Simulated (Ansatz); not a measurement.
# Sn3PbO4: the cell at several levels of theory, part 2 of 2

The system is Sn3PbO4 in the litharge host structure, a generated structure that needn't be the ground state.

Ansatz 0.2.0, plane waves.

### Step 3. r2SCAN+rVV10: cell and atoms

It starts from the cell of step 2.

The input, input.yaml:

```yaml
crystal:
  lattice:
    - [3.888347796, 0.0, 0.0]
    - [0.0, 7.7415876214, 0.0]
    - [0.0, 0.0, 4.8348087852]
  atoms:
    - { symbol: Sn, position: [0.5, 0.7520753408, 0.7657268525] }
    - { symbol: Sn, position: [0.0, 0.0, 0.2352938677] }
    - { symbol: O, position: [0.5, 0.0, -0.000805475] }
    - { symbol: O, position: [0.0, 0.7592751996, -0.0085346334] }
    - { symbol: Sn, position: [0.5, 0.2479246592, 0.7657268525] }
    - { symbol: Pb, position: [0.0, 0.5, 0.2629145592] }
    - { symbol: O, position: [0.5, 0.5, -0.0117873903] }
    - { symbol: O, position: [0.0, 0.2407248004, -0.0085346334] }
kpoints:
  mp_grid: { grid: [6, 4, 6] }
hamiltonian:
  xc: r2scan
  dispersion: rvv10
scf:
  occupations: { method: fermi_dirac, width: 0.02 }
relax:
  f_tol: 0.005
  cell: {}
output:
  write_density: true
  write_potential: true
  elf: true
  volumetric_format: npy
```

Run with:

```bash
$ ansatz run input.yaml --threads 2 --pin off --max-ram 29491MiB --backend cpu --events-out ev --progress --plain --runs-dir out
```

What it wrote:

```text
Engine: ansatz 0.2.0, x86_64-unknown-linux-gnu
Pseudopotentials: kind: paw
Pseudopotential: Sn, paw, valence charge 14, recommended cutoff 500 eV (meta_gga), Sn.paw.azcp
Pseudopotential: O, paw, valence charge 6, recommended cutoff 500 eV (meta_gga), O.paw.azcp
Pseudopotential: Pb, paw, valence charge 14, recommended cutoff 500 eV (meta_gga), Pb.paw.azcp
Functional definition: r2SCAN+rVV10
  parameter k0 = 0.174
  parameter k1 = 0.065
  parameter a1 = 4.9479
  exchange = r2scan_x(k0 = k0, k1 = k1, a1 = a1)
  correlation = r2scan_c + rvv10(11.95, 0.0093)
Crystal: 8 atoms, lattice volume = 145.537 Å³
Basis set: ecut = 500 eV, 3671 PW (Γ), exchange–correlation on 128×256×160 points (64 copies of the dense FFT grid, shifted against one another)
Bands: 48, of which v1, the nominal top of the filled ones, is band 40 counted from 1 (39 counted from 0)
Symmetry: 4 space group operations
Space group: Pmm2 (ITA 25), of the structure as read, at distance tolerance 5.3e-5 Å
k-points: 48 of 144 (time reversal used)
Non-local potential: Sn, projectors of the file, l = 0: 2, l = 1: 2, l = 2: 2, l = 3: 2
Non-local potential: O, projectors of the file, l = 0: 2, l = 1: 2, l = 2: 1
Non-local potential: Pb, projectors of the file, l = 0: 2, l = 1: 2, l = 2: 2, l = 3: 2
PAW form: soft (Blöchl's): semilocal exchange-correlation on the pseudo side does not see the compensation charge
rVV10 density: all electrons in the spheres
PAW frozen core: Sn, regenerated for the run's functional (the file was generated under x = pbe(κ = 0.804, μ = 0.2195149727645171), c = pbe(β = 0.06672455060314922))
PAW frozen core: O, regenerated for the run's functional (the file was generated under x = pbe(κ = 0.804, μ = 0.2195149727645171), c = pbe(β = 0.06672455060314922))
PAW frozen core: Pb, regenerated for the run's functional (the file was generated under x = pbe(κ = 0.804, μ = 0.2195149727645171), c = pbe(β = 0.06672455060314922))
PAW one-centre angular grid: Sn, 590 points (default); XC on 249 of its mesh's 2787 points in the sphere
PAW one-centre angular grid: O, 302 points (default); XC on 160 Gauss nodes
PAW one-centre angular grid: Pb, 590 points (default); XC on 160 Gauss nodes
Initial density: superposition of atomic densities (neutral atoms: chi_scale 0, normalization atom), corrected by the library's trained network
Initial wavefunctions: pseudopotential atomic-orbital guess
Functional: x = r2scan, c = r2scan + rvv10(b = 11.95, C = 0.0093); τ floored in thin density (d = 2e-4 eV/Å³)
SCF iter   1: F=—  HF=-32301.203719 eV  |F-HF|=—  |Δ(HF+E_count)|=         —  Δρ=7.47e-3  dr2=6.54e-2  dr2_τ=1.92e-1  ethr=1.77e-3  ⟨swp⟩=7.3  Hψ=9407  notcnv=0
preconditioner: auto → Resta (q_TF=auto, 2.469 Å⁻¹)  ε∞=3.3  [insulator: Δε(μ)=0.429 eV  Ē_g=18.215 eV  σ=0.020 eV  W_gap=1.00  n_scr=38 (ndim 8)  ℏωp=27.5 eV  f_vac=0.020  D(μ)=0.00/eV (n_scr^D=0)  ε∞_Penn≈3.3]
SCF iter   2: F=—  HF=-32301.349740 eV  |F-HF|=—  |Δ(HF+E_count)|=   1.46e-1  Δρ=4.62e-3  dr2=2.04e-2  dr2_τ=9.96e-4  ethr=8.17e-5  ⟨swp⟩=3.0  Hψ=4340  notcnv=0  defer=143
SCF iter   3: F=—  HF=-32301.349466 eV  |F-HF|=—  |Δ(HF+E_count)|=   2.75e-4  Δρ=6.96e-4  dr2=5.20e-4  dr2_τ=7.58e-5  ethr=2.54e-5  ⟨swp⟩=3.0  Hψ=4297  notcnv=0  defer=143
SCF iter   4: F=—  HF=-32301.349677 eV  |F-HF|=—  |Δ(HF+E_count)|=   2.12e-4  Δρ=5.48e-4  dr2=4.36e-4  dr2_τ=4.78e-5  ethr=6.50e-7  ⟨swp⟩=2.0  Hψ=4261  notcnv=0  defer=143
SCF iter   5: F=—  HF=-32301.349610 eV  |F-HF|=—  |Δ(HF+E_count)|=   6.77e-5  Δρ=1.52e-4  dr2=2.84e-5  dr2_τ=2.72e-6  ethr=5.45e-7  ⟨swp⟩=2.0  Hψ=3261  notcnv=0  defer=143
SCF iter   6: F=—  HF=-32301.349574 eV  |F-HF|=—  |Δ(HF+E_count)|=   3.52e-5  Δρ=6.29e-5  dr2=5.83e-6  dr2_τ=5.81e-7  ethr=3.55e-8  ⟨swp⟩=2.0  Hψ=3326  notcnv=0  defer=143
SCF iter   7: F=—  HF=-32301.349574 eV  |F-HF|=—  |Δ(HF+E_count)|=   6.08e-8  Δρ=2.18e-5  dr2=5.99e-7  dr2_τ=7.02e-8  ethr=7.29e-9  ⟨swp⟩=2.0  Hψ=3279  notcnv=0  defer=143
SCF iter   8: F=-32301.349574 eV  HF=-32301.349574 eV  |F-HF|=1.33e-8  |Δ(HF+E_count)|=   9.55e-8  Δρ=8.26e-6  dr2=9.54e-8  dr2_τ=1.01e-8  ethr=1.25e-10  ⟨swp⟩=10.4  Hψ=15592  notcnv=0
SCF 1 converged in 8 iterations: F = -32301.349574 eV  dr2 = 9.54e-8
relax step   1: F+E_penalty+E_count = -32301.34957435 eV  Δ(F+E_penalty+E_count) = +0.000e0 eV  max|allowed force component| = 5.241e-1 eV/Å  Δτ_max = 0.0000 Å  P = -2.978 GPa  Ω = 145.537 Å³  (8 SCF iters, dr2 threshold 1.00e-7 eV, accepted)
Crystal: 8 atoms, lattice volume = 143.180 Å³
Basis set: ecut = 500 eV, 3621 PW (Γ), exchange–correlation on 128×256×160 points (64 copies of the dense FFT grid, shifted against one another)
rVV10 density: all electrons in the spheres
Initial density: handed on by an earlier stage of this run
Initial wavefunctions: those handed on with the density
iter 1 solved again at ethr=2.21e-5 eV; its pass at ethr=3.10e-3 eV (dr2=1.77e-2 eV) is discarded
SCF iter   1: F=—  HF=-32301.286587 eV  |F-HF|=—  |Δ(HF+E_count)|=         —  Δρ=3.74e-3  dr2=1.70e-2  dr2_τ=8.86e-2  ethr=2.21e-5  ⟨swp⟩=3.1  Hψ=12497  notcnv=0  defer=1
preconditioner: auto → Resta (q_TF=auto, 2.476 Å⁻¹)  ε∞=3.3  [insulator: Δε(μ)=0.516 eV  Ē_g=18.419 eV  σ=0.020 eV  W_gap=1.00  n_scr=38 (ndim 8)  ℏωp=27.8 eV  f_vac=0.014  D(μ)=0.00/eV (n_scr^D=0)  ε∞_Penn≈3.3]
SCF iter   2: F=—  HF=-32301.385708 eV  |F-HF|=—  |Δ(HF+E_count)|=   9.91e-2  Δρ=2.35e-3  dr2=8.44e-3  dr2_τ=2.12e-4  ethr=2.13e-5  ⟨swp⟩=4.2  Hψ=5662  notcnv=0  defer=2
SCF iter   3: F=—  HF=-32301.385062 eV  |F-HF|=—  |Δ(HF+E_count)|=   6.46e-4  Δρ=1.42e-3  dr2=2.56e-3  dr2_τ=3.51e-4  ethr=1.05e-5  ⟨swp⟩=2.2  Hψ=3894  notcnv=0  defer=2
SCF iter   4: F=—  HF=-32301.384540 eV  |F-HF|=—  |Δ(HF+E_count)|=   5.22e-4  Δρ=4.20e-4  dr2=2.24e-4  dr2_τ=3.31e-5  ethr=3.20e-6  ⟨swp⟩=2.0  Hψ=3725  notcnv=0  defer=2
SCF iter   5: F=—  HF=-32301.384498 eV  |F-HF|=—  |Δ(HF+E_count)|=   4.25e-5  Δρ=2.26e-4  dr2=6.13e-5  dr2_τ=3.66e-6  ethr=2.79e-7  ⟨swp⟩=2.0  Hψ=3463  notcnv=0  defer=2
SCF iter   6: F=—  HF=-32301.384499 eV  |F-HF|=—  |Δ(HF+E_count)|=   1.43e-6  Δρ=4.10e-5  dr2=2.38e-6  dr2_τ=1.92e-7  ethr=7.66e-8  ⟨swp⟩=2.0  Hψ=3343  notcnv=0  defer=2
SCF iter   7: F=—  HF=-32301.384500 eV  |F-HF|=—  |Δ(HF+E_count)|=   5.93e-7  Δρ=3.72e-5  dr2=1.84e-6  dr2_τ=2.16e-7  ethr=1.00e-9  ⟨swp⟩=11.3  Hψ=17865  notcnv=0
SCF iter   8: F=-32301.384500 eV  HF=-32301.384500 eV  |F-HF|=9.92e-9  |Δ(HF+E_count)|=   3.21e-7  Δρ=8.15e-6  dr2=8.25e-8  dr2_τ=7.46e-9  ethr=1.00e-9  ⟨swp⟩=8.9  Hψ=16693  notcnv=0
SCF 2 converged in 8 iterations: F = -32301.384500 eV  dr2 = 8.25e-8
relax step   2: F+E_penalty+E_count = -32301.38449961 eV  Δ(F+E_penalty+E_count) = -3.493e-2 eV  max|allowed force component| = 4.386e-1 eV/Å  Δτ_max = 0.0348 Å  P = +0.791 GPa  Ω = 143.180 Å³  energy of the carried Pulay correction = +6.148e-4 eV  (8 SCF iters, dr2 threshold 8.00e-7 eV, accepted)
Crystal: 8 atoms, lattice volume = 141.181 Å³
Basis set: ecut = 500 eV, 3567 PW (Γ), exchange–correlation on 128×256×160 points (64 copies of the dense FFT grid, shifted against one another)
rVV10 density: all electrons in the spheres
iter 1 solved again at ethr=1.04e-5 eV; its pass at ethr=3.10e-3 eV (dr2=8.35e-3 eV) is discarded
SCF iter   1: F=—  HF=-32301.338804 eV  |F-HF|=—  |Δ(HF+E_count)|=         —  Δρ=3.06e-3  dr2=8.29e-3  dr2_τ=7.81e-2  ethr=1.04e-5  ⟨swp⟩=2.9  Hψ=12075  notcnv=0
preconditioner: auto → Resta (q_TF=auto, 2.482 Å⁻¹)  ε∞=3.3  [insulator: Δε(μ)=0.267 eV  Ē_g=18.378 eV  σ=0.020 eV  W_gap=1.00  n_scr=38 (ndim 8)  ℏωp=28.0 eV  f_vac=0.015  D(μ)=0.00/eV (n_scr^D=0)  ε∞_Penn≈3.3]
SCF iter   2: F=—  HF=-32301.395484 eV  |F-HF|=—  |Δ(HF+E_count)|=   5.67e-2  Δρ=1.47e-3  dr2=1.87e-3  dr2_τ=8.97e-5  ethr=1.04e-5  ⟨swp⟩=3.2  Hψ=5109  notcnv=0
SCF iter   3: F=—  HF=-32301.395480 eV  |F-HF|=—  |Δ(HF+E_count)|=   4.11e-6  Δρ=4.96e-4  dr2=2.26e-4  dr2_τ=1.71e-5  ethr=2.34e-6  ⟨swp⟩=2.7  Hψ=4183  notcnv=0
SCF iter   4: F=—  HF=-32301.395496 eV  |F-HF|=—  |Δ(HF+E_count)|=   1.60e-5  Δρ=1.40e-4  dr2=2.76e-5  dr2_τ=2.91e-6  ethr=2.82e-7  ⟨swp⟩=2.0  Hψ=3410  notcnv=0
SCF iter   5: F=—  HF=-32301.395498 eV  |F-HF|=—  |Δ(HF+E_count)|=   1.75e-6  Δρ=9.13e-5  dr2=1.16e-5  dr2_τ=1.32e-6  ethr=3.45e-8  ⟨swp⟩=2.0  Hψ=3504  notcnv=0
SCF iter   6: F=-32301.395497 eV  HF=-32301.395497 eV  |F-HF|=2.20e-7  |Δ(HF+E_count)|=   1.21e-6  Δρ=2.09e-5  dr2=7.27e-7  dr2_τ=3.52e-8  ethr=1.00e-9  ⟨swp⟩=9.1  Hψ=17140  notcnv=0
SCF 3 converged in 6 iterations: F = -32301.395497 eV  dr2 = 7.27e-7
relax step   3: F+E_penalty+E_count = -32301.39549674 eV  Δ(F+E_penalty+E_count) = -1.100e-2 eV  max|allowed force component| = 1.057e-1 eV/Å  Δτ_max = 0.0436 Å  P = +0.264 GPa  Ω = 141.181 Å³  energy of the carried Pulay correction = +1.144e-3 eV  (6 SCF iters, dr2 threshold 8.00e-7 eV, accepted)
[... 13 lines left out ...]
relax step   4: F+E_penalty+E_count = -32301.39791928 eV  Δ(F+E_penalty+E_count) = -2.423e-3 eV  max|allowed force component| = 3.938e-2 eV/Å  Δτ_max = 0.0147 Å  P = -0.103 GPa  Ω = 142.879 Å³  energy of the carried Pulay correction = +6.940e-4 eV  (7 SCF iters, dr2 threshold 6.98e-7 eV, accepted)
[... 10 lines left out ...]
relax step   5: F+E_penalty+E_count = -32301.39816629 eV  Δ(F+E_penalty+E_count) = -2.470e-4 eV  max|allowed force component| = 2.421e-2 eV/Å  Δτ_max = 0.0012 Å  P = -0.019 GPa  Ω = 142.793 Å³  energy of the carried Pulay correction = +7.167e-4 eV  (5 SCF iters, dr2 threshold 9.69e-8 eV, accepted)
[... 11 lines left out ...]
relax step   6: F+E_penalty+E_count = -32301.39833343 eV  Δ(F+E_penalty+E_count) = -1.671e-4 eV  max|allowed force component| = 2.076e-3 eV/Å  Δτ_max = 0.0040 Å  P = -0.000 GPa  Ω = 142.744 Å³  energy of the carried Pulay correction = +7.295e-4 eV  (6 SCF iters, dr2 threshold 3.66e-8 eV, accepted)
rVV10 density: all electrons in the spheres
Initial wavefunctions: pseudopotential atomic-orbital guess (no wavefunctions were taken with the density)
iter 1 solved again at ethr=1.42e-7 eV; its pass at ethr=3.10e-3 eV (dr2=1.14e-4 eV) is discarded
SCF iter   1: F=—  HF=-32301.397589 eV  |F-HF|=—  |Δ(HF+E_count)|=         —  Δρ=5.33e-5  dr2=3.62e-7  dr2_τ=1.53e-6  ethr=1.42e-7  ⟨swp⟩=3.8  Hψ=15869  notcnv=0
preconditioner: auto → Resta (q_TF=auto, 2.477 Å⁻¹)  ε∞=3.3  [insulator: Δε(μ)=0.385 eV  Ē_g=18.362 eV  σ=0.020 eV  W_gap=1.00  n_scr=38 (ndim 8)  ℏωp=27.8 eV  f_vac=0.017  D(μ)=0.00/eV (n_scr^D=0)  ε∞_Penn≈3.3]
SCF iter   2: F=—  HF=-32301.397544 eV  |F-HF|=—  |Δ(HF+E_count)|=   4.46e-5  Δρ=2.75e-5  dr2=9.94e-8  dr2_τ=2.03e-7  ethr=4.53e-10  ⟨swp⟩=2.8  Hψ=4391  notcnv=0
SCF iter   3: F=—  HF=-32301.397545 eV  |F-HF|=—  |Δ(HF+E_count)|=   4.96e-7  Δρ=4.78e-6  dr2=2.30e-8  dr2_τ=3.93e-9  ethr=1.24e-10  ⟨swp⟩=2.0  Hψ=3504  notcnv=0
SCF iter   4: F=—  HF=-32301.397545 eV  |F-HF|=—  |Δ(HF+E_count)|=   3.77e-9  Δρ=7.51e-7  dr2=3.64e-10  dr2_τ=7.48e-11  ethr=2.88e-11  ⟨swp⟩=2.0  Hψ=3260  notcnv=0
SCF iter   5: F=—  HF=-32301.397545 eV  |F-HF|=—  |Δ(HF+E_count)|=  3.97e-10  Δρ=3.06e-7  dr2=9.92e-11  dr2_τ=1.69e-11  ethr=1.00e-12  ⟨swp⟩=8.5  Hψ=12482  notcnv=0
SCF iter   6: F=-32301.397545 eV  HF=-32301.397545 eV  |F-HF|=1.82e-11  |Δ(HF+E_count)|=  7.28e-12  Δρ=1.27e-7  dr2=1.92e-11  dr2_τ=2.98e-12  ethr=1.00e-12  ⟨swp⟩=7.2  Hψ=11131  notcnv=0
SCF 7 converged in 6 iterations: F = -32301.397545 eV  dr2 = 1.92e-11
relax step   7: F+E_penalty+E_count = -32301.39754497 eV  Δ(F+E_penalty+E_count) = +7.885e-4 eV  max|allowed force component| = 2.005e-3 eV/Å  Δτ_max = 0.0000 Å  P = +0.004 GPa  Ω = 142.744 Å³  stress off target by 1.27e-2 GPa  SCF on the basis re-selected at this cell (its energy is not comparable with the rows above)  (6 SCF iters)
basis re-selected at this cell: Δ(F+E_penalty+E_count) = +7.885e-4 eV, ΔP = +0.004 GPa vs the last step (what re-selecting the basis moved, of the pressure what is left beyond the Pulay correction that the steps carried, after the strain that the cell walked since its last selection, with what the two solves' SCF thresholds leave and, on support functions, any second-order correction that the steps lacked; it is no measure of the basis error at this ecutwfc). This SCF's stress stands 1.27e-2 GPa from its target on what of the cell is left free (relax.cell.stress_tol is 5.00e-2 GPa) and its largest allowed force component is 2.00e-3 eV/Å (relax.f_tol is 5.00e-3 eV/Å): within both
SCF converged after 6 iterations
Free energy (F): -32301.397545 eV
Harris-Foulkes:  -32301.397545 eV  (|F-HF|=1.82e-11)
Internal energy: -32301.397544 eV  (E = F + TS)
E sigma→0 (E₀):  -32301.397545 eV
Entropy (-TS):   -0.000001 eV (-0.000 meV/atom)
Fermi energy:    9.982903 eV
--- Per-component energies (eV) ---
  E_band       = -373.013138
  E_kinetic    = 1554.268883
  E_local      = -5526.202505  (includes V_loc(G=0)·N_el)
  E_nonlocal   = 444.648830
  E_hartree    = 2781.331211
  E_xc         = -1616.036998
  E_vxc        = -878.530346  (∫ρ·V_xc dr)
  E_paw        = -23554.455324  (= ΣΔE_a)
  E_vpaw       = -1586.534727  (= ΣTr[D̂ρ^β])
  E_aug_tail   = 0.003019  (compensation charges beyond the density's cutoff)
  E_vtau       = 56.671291  (kinetic-family band-sum trace: ∫τ·v_τ [+ j·A + Jᵃ·Aᵃ] dr)
  E_ewald      = -6387.998358
  E_core_change = 3.043698  (= ΣΔE_core)
  E_smearing   = -0.000001  (= −TS)
  E_closure    = 0.000000  (closes the sum)
  Σ components = -32301.397545   (vs F -32301.397545, Δ=0.00e0)
--- Forces (eV/Å), atoms counted from 1 ---
  atom   1  Sn    -0.00000000    -0.00001733    -0.00033069
  atom   2  Sn     0.00000000    -0.00000000    -0.00057769
  atom   3  O      0.00000000    -0.00000000    -0.00135198
  atom   4  O     -0.00000000     0.00093838    -0.00009840
  atom   5  Sn    -0.00000000     0.00001733    -0.00033069
  atom   6  Pb     0.00000000    -0.00000000     0.00078165
  atom   7  O      0.00000000    -0.00000000     0.00200450
  atom   8  O     -0.00000000    -0.00093838    -0.00009840
  max |Σ_I F_I| component: 1.69e-6 eV/Å
--- Stress (GPa, compression-positive) ---
        0.012740      -0.000000      -0.000000
       -0.000000      -0.003386       0.000000
       -0.000000       0.000000       0.002273
  P = ⅓ Tr σ = 0.0039 GPa (0.039 kbar)
--- Band table (eV; the first three rows and the last of 48) ---
  k-point 0: bands = ["-12.8765", "-12.7274", "-12.6688", "-12.3494", "-12.3426", "-12.3372", "-12.3330", "-12.3272", "-12.3145", "-12.3025", "-12.2665", "-12.2424", "-12.2059", "-12.1743", "-12.1526", "-11.3746", "-10.0669", "-10.0453", "-9.0401", "-7.8205", "-7.8057", "-7.7897", "-7.6545", "-7.4037", "1.1981", "2.1101", "2.2243", "3.0192", "3.4130", "3.5306", "4.7375", "4.7494", "4.7954", "5.1782", "6.3156", "6.5792", "6.6035", "6.7939", "7.1624", "9.7865", "12.2713", "13.2921", "13.3233", "14.7847", "14.7978", "14.9040", "16.0412", "16.0986"]
  k-point 1: bands = ["-12.8747", "-12.7293", "-12.6717", "-12.3494", "-12.3402", "-12.3378", "-12.3355", "-12.3270", "-12.3143", "-12.3032", "-12.2671", "-12.2431", "-12.2039", "-12.1751", "-12.1526", "-11.3651", "-10.0585", "-10.0434", "-9.0409", "-7.8218", "-7.8022", "-7.7893", "-7.6498", "-7.4056", "0.8136", "1.8901", "2.2000", "3.4419", "3.5607", "3.8595", "4.5751", "4.6627", "4.7442", "5.1939", "6.3037", "6.5691", "6.6004", "7.0331", "7.4506", "9.5257", "11.9632", "13.1012", "13.1776", "14.1065", "14.2367", "14.7769", "15.9493", "16.1558"]
  k-point 2: bands = ["-12.8711", "-12.7331", "-12.6772", "-12.3494", "-12.3402", "-12.3389", "-12.3350", "-12.3263", "-12.3138", "-12.3045", "-12.2690", "-12.2442", "-12.2001", "-12.1767", "-12.1524", "-11.3461", "-10.0415", "-10.0394", "-9.0425", "-7.8243", "-7.7949", "-7.7886", "-7.6404", "-7.4094", "0.2714", "1.7429", "2.1468", "3.5008", "3.6222", "4.3119", "4.4624", "4.7577", "5.2260", "5.2587", "6.2776", "6.5567", "6.5932", "7.4413", "7.9446", "8.6431", "11.7216", "12.7540", "12.9426", "13.3636", "13.5125", "14.1607", "15.6894", "15.9247"]
  k-point 47: bands = ["-12.7974", "-12.7495", "-12.7092", "-12.5996", "-12.3493", "-12.3479", "-12.3443", "-12.3408", "-12.2628", "-12.2605", "-12.2504", "-12.2266", "-12.2231", "-12.2050", "-12.1218", "-10.1942", "-9.9944", "-9.8137", "-9.8129", "-7.8348", "-7.7670", "-7.6772", "-7.6362", "-7.3392", "0.8187", "1.2711", "1.3846", "1.4501", "3.7364", "3.8160", "3.8382", "3.9448", "6.2285", "6.4201", "6.5342", "6.5824", "6.6242", "7.8030", "7.8518", "7.8801", "12.6354", "12.8071", "12.9058", "13.1469", "13.7663", "13.9398", "14.0596", "14.0666"]
--- Relaxed structure (6 steps of the walk, 6 accepted, 1 SCFs on fresh bases) ---
  F+E_penalty+E_count = -32301.39754497 eV   max|allowed force component| = 2.005e-3 eV/Å   (the final SCF, on the basis selected at the relaxed cell)
  cell:  # Å, volume = 142.7439 Å³
    - [3.8419972925221115, 0.0, 0.0]
    - [0.0, 7.6471459501055365, 0.0]
    - [0.0, 0.0, 4.858486235442806]
  atoms:
    - { symbol: Sn, position: [0.49999999999999994, 0.7509439648306041, 0.7692607374288237] }
    - { symbol: Sn, position: [0.0, 1.4004907333070214e-20, 0.23005208787241402] }
    - { symbol: O, position: [0.49999999999999994, 1.4004907333070214e-20, -0.0028768102104089763] }
    - { symbol: O, position: [0.0, 0.7594007383796318, -0.009193712598392512] }
    - { symbol: Sn, position: [0.49999999999999994, 0.24905603516939603, 0.7692607374288237] }
    - { symbol: Pb, position: [0.0, 0.5, 0.2627938577262625] }
    - { symbol: O, position: [0.49999999999999994, 0.5, -0.010103185249130099] }
    - { symbol: O, position: [0.0, 0.24059926162036835, -0.009193712598392512] }
```

It took 3.5 min on 2 threads of AMD EPYC 7R13 (Zen 3), shared host; peak memory 1.1 GiB.

The steps:

```
step  energy change (meV/atom)  largest force (eV/Å)  pressure (GPa)  volume (Å³/atom)
   1                       0.0                0.5241           -2.98            18.192
   2                      -4.4                0.4386            0.79            17.897
   3                      -5.7                0.1057            0.26            17.648
   4                      -6.0                0.0394           -0.10            17.860
   5                      -6.1                0.0242           -0.02            17.849
   6                      -6.1                0.0021            0.00            17.843
   7                      -6.0                0.0020            0.00            17.843
```

Step 7 solves the same cell on a plane-wave basis chosen anew, so the energy can jump there without a move.

The table lists every geometry solved, with passes on a fresh basis, whose energies don't compare exactly with the rows above.

|  | before | after | change |
| --- | --- | --- | --- |
| a (Å) | 3.888 | 3.842 | -1.19 % |
| b (Å) | 7.742 | 7.647 | -1.22 % |
| c (Å) | 4.835 | 4.858 | +0.49 % |
| volume (Å³/atom) | 18.192 | 17.843 | -1.92 % |
| shortest distance (Å) | 2.205 | 2.176 | -1.31 % |
| space group | Pmm2 | Pmm2 | same |

Density in a lattice plane of the grid's cell (edges 7.65 and 4.86 Å, at 0.000 of the third edge), which holds Sn and O and Pb.

Ten even steps from '0' (0.02 e/Å³) to '9' (15.47 e/Å³):
```
000002310000000001320000
000000000000000000000000
000000000000000000000000
000000000000000000000000
000000000000000000000000
000000000000000000000000
000000000000100000000000
320000000013431000000002
961000000014641000000016
641000000012321000000014
100001210000000001210000
000014420000000002441000
```
Columns run along the first of these edges and rows up along the second, over one cell in 24 and 12 even steps from the bottom left corner. Atoms in the plane (fractional): Sn at (0.00, 0.23), O at (0.76, 0.99), Pb at (0.50, 0.26), O at (0.24, 0.99).

ELF in the same plane.

Ten even steps from '0' (0.00) to '9' (0.83):
```
002799899510001599899720
001478986200000268987410
000023321000000012332000
110000000001110000000001
874100000135553100000147
888620001456665410002688
556741013555455531014765
124431013541014531013442
002322212430003421222320
002247862242124226874220
222499998224442289999422
112896389511111598369821
```
Columns run along the first of these edges and rows up along the second, over one cell in 24 and 12 even steps from the bottom left corner. Atoms in the plane (fractional): Sn at (0.00, 0.23), O at (0.76, 0.99), Pb at (0.50, 0.26), O at (0.24, 0.99).

Both are smooth fields of the valence electrons: close to the nuclei they are not physical.

Maxima of ELF outside the ion cores: 0.84 in the shell around O, 0.6 Å from O; 0.82 beside Sn, off the lines to its neighbours, 1.6 Å from Sn; 0.55 beside Pb, off the lines to its neighbours, 1.4 Å from Pb.

### Step 4. All levels compared

This closing draws on all 2 parts.

| level | a (Å) | b (Å) | c (Å) | volume (Å³/atom) | space group | SCF geometries |
| --- | --- | --- | --- | --- | --- | --- |
| PBE-D3(BJ) | 3.888 | 7.742 | 4.835 | 18.192 | Pmm2 | 11 |
| r2SCAN+rVV10 | 3.842 | 7.647 | 4.858 | 17.843 | Pmm2 | 7 |

What this shows: The first relaxation changed the volume by +0.9 % from the start. The volume runs from r2SCAN+rVV10 (least) to PBE-D3(BJ) (most), a spread of 2.0 %, or 0.6 % in length if all axes shared it alike.
